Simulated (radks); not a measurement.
**Rh³⁺ in [Kr] 4d6: an all-electron calculation**

Wanted: eigenvalues, radial structure and energy terms of the rhodium ion Rh3+.

The numbers are computed with radks (a radial shooting solver on a logarithmic mesh, Libxc functionals) version 1 (Dirac Kohn-Sham, exchange-only B88, spin-unpolarised, spherical densities, finite nucleus; open shells fill j = l - 1/2 first), except any that are marked as measured or tabulated.

## (1) What is computed

```
element            : rhodium (Z = 45)
charge             : +3
electrons          : 42
configuration      : [Kr] 4d6
nuclear rms radius : 4.4945 fm
```

## (2) The run

The run's settings:

```text
Z 45
configuration [Kr] 4d6
relativity Dirac
functional b88,
spin unpolarised
j_filling energy
nucleus finite rms 4.4945 fm
c 137.035999084
```

Started as:

```sh
$ python run_ks.py task.json out
```

All runs below come from this command, one after another.

**Question.** What will this run give?

**Answer**, as computed:

```
                        quantity                   value
                    total energy     -4781.20425 hartree
exchange-correlation share of it                  2.85 %
                            −T/E                  1.0430
          highest occupied level       4d5/2, -38.020 eV
    most extended occupied level  4d5/2, <r> = 1.38 bohr
 radius at density 0.001 e/bohr³               3.20 bohr
    maxima of the radial density                       4
         ionisation energy, NIST          42 (theory) eV
```

**Reading.** 4 principal shells are occupied and 4 maxima appear in the radial density. Relativity lifts −T/E to 1.043. The top level binds by 38.020 eV, 91 % of the NIST ionisation energy of 42 eV. Spin polarisation and multiplet splitting are left out.
